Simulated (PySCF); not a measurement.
# MnH₇: one geometry, several methods

How much do the numbers for MnH₇ (singlet) hang on the method? All levels run at one geometry, the PBE0 minimum.

Computed with PySCF 2.14.0. Level: several methods, basis Mn def2-TZVP, H def2-TZVP, no relativity, density fitting.

## (1) The system as given

8 atoms, charge 0, spin multiplicity 1.

Bond lengths: Mn1–H2 1.579 Å, Mn1–H3 1.575 Å, Mn1–H4 1.584 Å, Mn1–H5 1.613 Å, Mn1–H6 1.669 Å, Mn1–H7 1.644 Å, Mn1–H8 1.627 Å. Angles: H2–Mn1–H3 73.3°, H2–Mn1–H4 85.4°, H2–Mn1–H5 32.2°, H2–Mn1–H6 112.8°, H2–Mn1–H7 116.2°, H2–Mn1–H8 94.4°, H3–Mn1–H4 71.0°, H3–Mn1–H5 105.5°, H3–Mn1–H6 161.3°, H3–Mn1–H7 163.5°, H3–Mn1–H8 102.9°, H4–Mn1–H5 97.3°, H4–Mn1–H6 126.0°, H4–Mn1–H7 95.7°, H4–Mn1–H8 32.0°, H5–Mn1–H6 81.7°, H5–Mn1–H7 85.3°, H5–Mn1–H8 88.8° and more.

Coordinates in bohr (charge 0 multiplicity 1):
```
Mn   -0.0272    0.0260   -0.1225
H     1.5183    2.0181    1.4733
H     2.4691    0.5875   -1.6439
H     2.0859   -1.9223    0.7141
H     0.1007    1.8179    2.3410
H    -3.0753   -0.0857    0.6797
H    -2.3595   -1.3991    1.3532
H     0.7672   -2.3583    1.6480
```

## (2) Fields at the lowest minimum

The plane holds Mn1 at (0.00, 0.00), H2 at (1.58, 0.00), H3 at (0.45, 1.51), H5 at (1.37, -0.86) Å. Columns run from x = -1.95 to 3.75 Å, rows from y = 3.75 (top) to -2.85 Å, in steps of 0.3 Å.

Density (cut at 5 e/Å³):

Ten steps from '0' (0.000 e/Å³) to '9' (5.000 e/Å³), finer at the low end (step k begins (100^(k/10) - 1)/99 of the way up):
```
00000000000000000000
00000000000000000000
00000000000000000000
00000000000000000000
00000011110000000000
00000112221100000000
00001234442100000000
00001246753210000000
00012346764210000000
00012456654221000000
00003576654322100000
00014899865543100000
00025999975674210000
00136999966775310000
01235899856765210000
01245567656864210000
01356554445653100000
02357653334432100000
01356643222211000000
01234432111100000000
00122211000000000000
00001100000000000000
00000000000000000000
```

ELF (0 where the density is under 0.005 e/Å³):

Ten even steps from '0' (0.00) to '9' (1.00):
```
00000000000000000000
00000000000000000000
00000006600000000000
00000799999700000000
00007999999960000000
00058999999983000000
00258999999984000000
00147999999962000000
00024699999741000000
00001246886433210000
00000231123466641000
00000485423799873000
00000411824999984000
00003811405999984000
01112558407999984000
12332013239999973000
25888511259999972000
48999962259999860000
48999983137999730000
38999984114787400000
15899972001232000000
02577641000000000000
00022200000000000000
```

Electrostatic potential (cut at 20 V):

Ten steps from '0' (-1.34 V) to '9' (20.00 V), finer at the low end (step k begins (100^(k/10) - 1)/99 of the way up):
```
33333333333333333333
33333322222223333333
33332222112222333333
43332211111122233333
43332111111112233333
44332124442001223333
44432247874101223333
44443369996201233333
55555569995212233333
55666778875333333334
56678999976555444444
56789999997887654444
56789999998999654444
56789999999999654444
56679999999997654444
55678999989997554444
55678888779997544444
55689976667876544444
55689875455655444444
55677765444444444444
45556554444444444444
44555544444444444444
44444444444444444444
```

Along Mn1–H2 (1.579 Å) the density is least, 0.72 e/Å³, about 0.95 Å from Mn1; ELF there is 0.20.

Making the fields needed 1.5 s of wall time on 2 threads of Arm Neoverse V2, shared host.

## (3) PBE0

The steps are one call of a driver around PySCF; scf.py gives each level's set-up. Each SCF starts from the density of the minimum. The driver also runs the species with one electron less or more at the same geometry; their logs are not shown.

Contents of scf.py:

```python
from pyscf import gto, scf, dft
mol = gto.M(atom='''
Mn    -0.014385     0.013749    -0.064840
H      0.803469     1.067908     0.779632
H      1.306615     0.310890    -0.869895
H      1.103820    -1.017211     0.377898
H      0.053295     0.961973     1.238807
H     -1.627382    -0.045351     0.359701
H     -1.248595    -0.740385     0.716107
H      0.405994    -1.247977     0.872107''',
    basis={'Mn': 'def2-TZVP', 'H': 'def2-TZVP'},
    charge=0, spin=0)
mf = dft.RKS(mol, xc='PBE0')
mf.grids.atom_grid = (75, 302)
aux = {'Mn': 'def2-universal-JKFIT', 'H': 'def2-universal-JKFIT'}
mf = mf.density_fit(auxbasis=aux)
mf.conv_tol = 1e-08
mf.diis_space = 10
mf.max_cycle = 60
mf.verbose = 4
mf.kernel()
```

Run with:

```sh
$ OMP_NUM_THREADS=2 python axn.py task.json out
```

The program printed:

```text
init E= -1154.79278508166
  HOMO = -0.223309304526478  LUMO = -0.0513683158120535  gap/eV = 4.67875
cycle= 1 E= -1154.79278508084  delta_E= 8.27e-10  |g|= 8.36e-05  |ddm|= 4.66e-05
  HOMO = -0.223278625026046  LUMO = -0.0513522655950065  gap/eV = 4.67835
Extra cycle  E= -1154.79278506456  delta_E= 1.63e-08  |g|= 0.000363  |ddm|= 0.000175
converged SCF energy = -1154.79278506456
```

This level, with the species of one electron less or more, took 3.6 s.

| Property | Result |
| --- | --- |
| energy | -1154.792785 Eh |
| one electron less (charge +1) | -1154.511328 Eh (doublet, ⟨S²⟩ 0.78) |
| one electron more (charge -1) | -1154.793772 Eh (doublet, ⟨S²⟩ 1.46) |
| Mulliken charge of Mn1 | -0.36 e |

## (4) HF

Changes to scf.py since step 3:

```diff
@@ -13,2 +13 @@
-mf = dft.RKS(mol, xc='PBE0')
-mf.grids.atom_grid = (75, 302)
+mf = scf.RHF(mol)
```

The program printed, cut to the lines that bear on the results:

```text
[... the frontier levels of the middle cycles are left out ...]
init E= -1153.45503217784
  HOMO = -0.351436363265249  LUMO = 0.0641317437846123  gap/eV = 11.30818
cycle= 1 E= -1153.49154984732  delta_E= -0.0365  |g|= 0.133  |ddm|= 0.233
  HOMO = -0.368981154813421  LUMO = 0.062763908249968  gap/eV = 11.74838
cycle= 2 E= -1153.49824442944  delta_E= -0.00669  |g|= 0.167  |ddm|= 0.151
  HOMO = -0.361124464849667  LUMO = 0.0658891440869533  gap/eV = 11.61963
cycle= 3 E= -1153.50214444564  delta_E= -0.0039  |g|= 0.0431  |ddm|= 0.0623
cycle= 4 E= -1153.50445998762  delta_E= -0.00232  |g|= 0.0192  |ddm|= 0.0977
cycle= 5 E= -1153.50462126812  delta_E= -0.000161  |g|= 0.0047  |ddm|= 0.0227
cycle= 6 E= -1153.50464879972  delta_E= -2.75e-05  |g|= 0.00244  |ddm|= 0.0107
cycle= 7 E= -1153.50465646763  delta_E= -7.67e-06  |g|= 0.00139  |ddm|= 0.00568
cycle= 8 E= -1153.5046597505  delta_E= -3.28e-06  |g|= 0.001  |ddm|= 0.00281
cycle= 9 E= -1153.50466384178  delta_E= -4.09e-06  |g|= 0.000631  |ddm|= 0.00504
cycle= 10 E= -1153.50466533552  delta_E= -1.49e-06  |g|= 0.000435  |ddm|= 0.00295
cycle= 11 E= -1153.50466610648  delta_E= -7.71e-07  |g|= 0.000285  |ddm|= 0.00245
cycle= 12 E= -1153.50466642086  delta_E= -3.14e-07  |g|= 0.000211  |ddm|= 0.00151
cycle= 13 E= -1153.50466656278  delta_E= -1.42e-07  |g|= 0.000152  |ddm|= 0.000847
cycle= 14 E= -1153.50466668064  delta_E= -1.18e-07  |g|= 0.000107  |ddm|= 0.000974
cycle= 15 E= -1153.50466673345  delta_E= -5.28e-08  |g|= 7.94e-05  |ddm|= 0.000653
cycle= 16 E= -1153.50466675807  delta_E= -2.46e-08  |g|= 6.54e-05  |ddm|= 0.00038
cycle= 17 E= -1153.50466677773  delta_E= -1.97e-08  |g|= 5.2e-05  |ddm|= 0.000341
cycle= 18 E= -1153.50466679895  delta_E= -2.12e-08  |g|= 2.87e-05  |ddm|= 0.00056
cycle= 19 E= -1153.50466680411  delta_E= -5.16e-09  |g|= 1.73e-05  |ddm|= 0.000287
  HOMO = -0.357196433543397  LUMO = 0.0664104506030148  gap/eV = 11.52693
Extra cycle  E= -1153.50466680445  delta_E= -3.37e-10  |g|= 1.51e-05  |ddm|= 2.01e-05
converged SCF energy = -1153.50466680445
```

This level, with the species of one electron less or more, took 13 s.

| Item | Value |
| --- | --- |
| energy | -1153.504667 Eh |
| one electron less (charge +1) | -1153.294858 Eh (doublet, ⟨S²⟩ 1.45) |
| one electron more (charge -1) | -1153.460372 Eh (doublet, ⟨S²⟩ 1.68) |
| Mulliken charge of Mn1 | -0.08 e |

## (5) PBE

Changes to scf.py since step 4:

```diff
@@ -13 +13,2 @@
-mf = scf.RHF(mol)
+mf = dft.RKS(mol, xc='PBE')
+mf.grids.atom_grid = (75, 302)
```

The program printed, cut to the lines that bear on the results:

```text
[... the frontier levels of the middle cycles are left out ...]
init E= -1154.80328062542
  HOMO = -0.148084589760625  LUMO = -0.111517778177461  gap/eV = 0.99503
cycle= 1 E= -1154.80897966166  delta_E= -0.0057  |g|= 0.0387  |ddm|= 0.235
  HOMO = -0.157346797394143  LUMO = -0.119830692654697  gap/eV = 1.02087
cycle= 2 E= -1154.80742119229  delta_E= 0.00156  |g|= 0.0951  |ddm|= 0.162
  HOMO = -0.149837900474436  LUMO = -0.113371902026485  gap/eV = 0.99229
cycle= 3 E= -1154.80854890756  delta_E= -0.00113  |g|= 0.0868  |ddm|= 0.0992
cycle= 4 E= -1154.80957410618  delta_E= -0.00103  |g|= 0.0142  |ddm|= 0.0397
cycle= 5 E= -1154.80960577188  delta_E= -3.17e-05  |g|= 0.000764  |ddm|= 0.00903
cycle= 6 E= -1154.80960592409  delta_E= -1.52e-07  |g|= 0.000306  |ddm|= 0.00121
cycle= 7 E= -1154.80960595016  delta_E= -2.61e-08  |g|= 2.81e-05  |ddm|= 0.000426
cycle= 8 E= -1154.80960595035  delta_E= -1.98e-10  |g|= 8.73e-06  |ddm|= 6.01e-05
  HOMO = -0.152460381609178  LUMO = -0.115509733171165  gap/eV = 1.00548
Extra cycle  E= -1154.80960595028  delta_E= 7.07e-11  |g|= 2.29e-05  |ddm|= 3.89e-05
converged SCF energy = -1154.80960595028
```

This level, with the species of one electron less or more, took 14 s.

- energy: -1154.809606 Eh
- one electron less (charge +1): -1154.520347 Eh (doublet, ⟨S²⟩ 0.77)
- one electron more (charge -1): -1154.818661 Eh (doublet, ⟨S²⟩ 1.33)
- Mulliken charge of Mn1: -0.38 e

## (6) B3LYP

Changes to scf.py since step 5:

```diff
@@ -13 +13 @@
-mf = dft.RKS(mol, xc='PBE')
+mf = dft.RKS(mol, xc='B3LYP')
```

The program printed, cut to the lines that bear on the results:

```text
[... the frontier levels of the middle cycles are left out ...]
init E= -1155.07394947461
  HOMO = -0.210784847168244  LUMO = -0.0640664757702707  gap/eV = 3.99241
cycle= 1 E= -1155.07507352796  delta_E= -0.00112  |g|= 0.0181  |ddm|= 0.127
  HOMO = -0.213044762648602  LUMO = -0.0658656077805908  gap/eV = 4.00495
cycle= 2 E= -1155.07508059432  delta_E= -7.07e-06  |g|= 0.0199  |ddm|= 0.0185
  HOMO = -0.214924310991576  LUMO = -0.0668635644381448  gap/eV = 4.02894
cycle= 3 E= -1155.07503018889  delta_E= 5.04e-05  |g|= 0.025  |ddm|= 0.0148
cycle= 4 E= -1155.07512008968  delta_E= -8.99e-05  |g|= 0.000769  |ddm|= 0.0118
cycle= 5 E= -1155.07512028138  delta_E= -1.92e-07  |g|= 0.000434  |ddm|= 0.00117
cycle= 6 E= -1155.07512036331  delta_E= -8.19e-08  |g|= 0.000107  |ddm|= 0.000637
cycle= 7 E= -1155.07512038658  delta_E= -2.33e-08  |g|= 6.21e-05  |ddm|= 0.000429
cycle= 8 E= -1155.07512039619  delta_E= -9.61e-09  |g|= 3.39e-05  |ddm|= 0.000287
  HOMO = -0.213011317135781  LUMO = -0.0657822704009243  gap/eV = 4.00631
Extra cycle  E= -1155.07512039848  delta_E= -2.29e-09  |g|= 9.36e-05  |ddm|= 0.00014
converged SCF energy = -1155.07512039848
```

This level, with the species of one electron less or more, needed 16 s of wall time on 2 threads of Arm Neoverse V2, shared host.

```
energy                        : -1155.075120 Eh
one electron less (charge +1) : -1154.786992 Eh (doublet, ⟨S²⟩ 0.78)
one electron more (charge -1) : -1155.075502 Eh (doublet, ⟨S²⟩ 1.36)
Mulliken charge of Mn1        : -0.23 e
```

## (7) r2SCAN

Changes to scf.py since step 6:

```diff
@@ -13,2 +13,2 @@
-mf = dft.RKS(mol, xc='B3LYP')
-mf.grids.atom_grid = (75, 302)
+mf = dft.RKS(mol, xc='R2SCAN')
+mf.grids.atom_grid = (90, 434)
```

The program printed, cut to the lines that bear on the results:

```text
[... the frontier levels of the middle cycles are left out ...]
init E= -1155.01589124194
  HOMO = -0.1619415587897  LUMO = -0.0939963454144621  gap/eV = 1.84888
cycle= 1 E= -1155.01776816353  delta_E= -0.00188  |g|= 0.0187  |ddm|= 0.111
  HOMO = -0.16700027799065  LUMO = -0.0990372212495898  gap/eV = 1.84937
cycle= 2 E= -1155.01709104865  delta_E= 0.000677  |g|= 0.0709  |ddm|= 0.0632
  HOMO = -0.162827094171394  LUMO = -0.0956166650366135  gap/eV = 1.82889
cycle= 3 E= -1155.01781582786  delta_E= -0.000725  |g|= 0.0188  |ddm|= 0.0355
cycle= 4 E= -1155.01788020521  delta_E= -6.44e-05  |g|= 0.00685  |ddm|= 0.0158
cycle= 5 E= -1155.01788767133  delta_E= -7.47e-06  |g|= 0.00083  |ddm|= 0.00393
cycle= 6 E= -1155.01788777959  delta_E= -1.08e-07  |g|= 0.000354  |ddm|= 0.000657
cycle= 7 E= -1155.01788780201  delta_E= -2.24e-08  |g|= 1.41e-05  |ddm|= 0.000255
cycle= 8 E= -1155.01788780219  delta_E= -1.84e-10  |g|= 5.65e-06  |ddm|= 5.06e-05
  HOMO = -0.16316174231227  LUMO = -0.0958328057584938  gap/eV = 1.83211
Extra cycle  E= -1155.01788780211  delta_E= 8.34e-11  |g|= 2.92e-05  |ddm|= 2.13e-05
converged SCF energy = -1155.01788780211
```

This level, with the species of one electron less or more, took 42 s.

* energy: -1155.017888 Eh
* one electron less (charge +1): -1154.732459 Eh (doublet, ⟨S²⟩ 0.78)
* one electron more (charge -1): -1155.028610 Eh (doublet, ⟨S²⟩ 1.52)
* Mulliken charge of Mn1: -0.33 e

## (8) TPSSh

Changes to scf.py since step 7:

```diff
@@ -13 +13 @@
-mf = dft.RKS(mol, xc='R2SCAN')
+mf = dft.RKS(mol, xc='TPSSH')
```

The program printed, cut to the lines that bear on the results:

```text
[... the frontier levels of the middle cycles are left out ...]
init E= -1155.07962890116
  HOMO = -0.180119599338021  LUMO = -0.0724717780974178  gap/eV = 2.92925
cycle= 1 E= -1155.07963138499  delta_E= -2.48e-06  |g|= 0.0834  |ddm|= 0.102
  HOMO = -0.213409860146395  LUMO = -0.0978546226899586  gap/eV = 3.14442
cycle= 2 E= -1155.04969657525  delta_E= 0.0299  |g|= 0.484  |ddm|= 0.228
  HOMO = -0.187573445322831  LUMO = -0.0781577874614507  gap/eV = 2.97735
cycle= 3 E= -1155.08058480724  delta_E= -0.0309  |g|= 0.0326  |ddm|= 0.171
cycle= 4 E= -1155.0807564768  delta_E= -0.000172  |g|= 0.00186  |ddm|= 0.0187
cycle= 5 E= -1155.08075726783  delta_E= -7.91e-07  |g|= 0.000375  |ddm|= 0.00176
cycle= 6 E= -1155.08075733431  delta_E= -6.65e-08  |g|= 0.000102  |ddm|= 0.000639
cycle= 7 E= -1155.08075734199  delta_E= -7.68e-09  |g|= 4.71e-05  |ddm|= 0.00024
  HOMO = -0.185045341851276  LUMO = -0.0762679051560511  gap/eV = 2.95998
Extra cycle  E= -1155.08075733979  delta_E= 2.2e-09  |g|= 0.000172  |ddm|= 0.000151
converged SCF energy = -1155.08075733979
```

This level, with the species of one electron less or more, took 43 s.

```
energy                        : -1155.080757 Eh
one electron less (charge +1) : -1154.794389 Eh (doublet, ⟨S²⟩ 0.78)
one electron more (charge -1) : -1155.081634 Eh (doublet, ⟨S²⟩ 1.39)
Mulliken charge of Mn1        : -0.33 e
```

## (9) r2SCANh

Changes to scf.py since step 8:

```diff
@@ -13 +13 @@
-mf = dft.RKS(mol, xc='TPSSH')
+mf = dft.RKS(mol, xc='HYB_MGGA_XC_R2SCANH')
```

The program printed, cut to the lines that bear on the results:

```text
[... the frontier levels of the middle cycles are left out ...]
init E= -1154.98922887196
  HOMO = -0.190298654154147  LUMO = -0.0707234009847797  gap/eV = 3.25381
cycle= 1 E= -1154.98976143622  delta_E= -0.000533  |g|= 0.00745  |ddm|= 0.0681
  HOMO = -0.192527794613921  LUMO = -0.0726386248262276  gap/eV = 3.26235
cycle= 2 E= -1154.9896534686  delta_E= 0.000108  |g|= 0.0293  |ddm|= 0.0211
  HOMO = -0.190807741205254  LUMO = -0.0714206214787154  gap/eV = 3.24869
cycle= 3 E= -1154.98977723948  delta_E= -0.000124  |g|= 0.00348  |ddm|= 0.0116
cycle= 4 E= -1154.98978046175  delta_E= -3.22e-06  |g|= 0.00131  |ddm|= 0.00443
cycle= 5 E= -1154.98978078979  delta_E= -3.28e-07  |g|= 0.000643  |ddm|= 0.00124
cycle= 6 E= -1154.98978088908  delta_E= -9.93e-08  |g|= 0.000108  |ddm|= 0.000581
cycle= 7 E= -1154.98978089802  delta_E= -8.94e-09  |g|= 5.9e-05  |ddm|= 0.000233
  HOMO = -0.190615987367122  LUMO = -0.0712585958605088  gap/eV = 3.24788
Extra cycle  E= -1154.98978089121  delta_E= 6.81e-09  |g|= 0.00027  |ddm|= 0.000191
converged SCF energy = -1154.98978089121
```

This level, with the species of one electron less or more, took 29 s.

* energy: -1154.989781 Eh
* one electron less (charge +1): -1154.706932 Eh (doublet, ⟨S²⟩ 0.79)
* Mulliken charge of Mn1: -0.33 e

## (10) The ladder

| level | atomisation energy (kJ/mol) | vertical ionisation energy (eV) | vertical electron affinity (eV) | −ε(HOMO) (eV) | gap (eV) | dipole (D) | wall time |
| --- | --- | --- | --- | --- | --- | --- | --- |
| PBE0 | 1375 | 7.66 | 0.03 | 6.08 | 4.68 | 1.94 | 3.6 s |
| HF | 418 | 5.71 | -1.21 | 9.72 | 11.53 | 3.09 | 13 s |
| PBE | 1546 | 7.87 | 0.25 | 4.15 | 1.01 | 1.58 | 14 s |
| B3LYP | 1452 | 7.84 | 0.01 | 5.80 | 4.01 | 1.90 | 16 s |
| r2SCAN | 1500 | 7.77 | 0.29 | 4.44 | 1.83 | 1.77 | 42 s |
| TPSSh | 1576 | 7.79 | 0.02 | 5.04 | 2.96 | 1.87 | 43 s |
| r2SCANh | 1439 | 7.70 | – | 5.19 | 3.25 | 1.89 | 29 s |

Times are for 2 threads of Arm Neoverse V2, shared host; PBE0 starts from its own converged density, so its time is not comparable. A dash stands where a species or a free atom was not run at that level, or the quantity is not defined.

Atomisation goes to high-spin atoms in their ground configurations, run at the same level, without zero-point energy.

## (11) What came out

```
                         quantity                            value
        atomisation energy, range  418 (HF) to 1576 (TPSSh) kJ/mol
vertical ionisation energy, range       5.71 (HF) to 7.87 (PBE) eV
vertical electron affinity, range   -1.21 (HF) to 0.29 (r2SCAN) eV
               orbital gap, range      1.01 (PBE) to 11.53 (HF) eV
```

In words: The atomisation energy spreads over 1157 kJ/mol, from HF to TPSSh; without a CCSD(T) value for it there is no yardstick here. Spin contamination is strong in at least one of the open-shell species at PBE0, HF, PBE, B3LYP, r2SCAN, TPSSh. Without diffuse functions electron affinities tend to come out too low. The stability of the closed-shell solution was not tested.
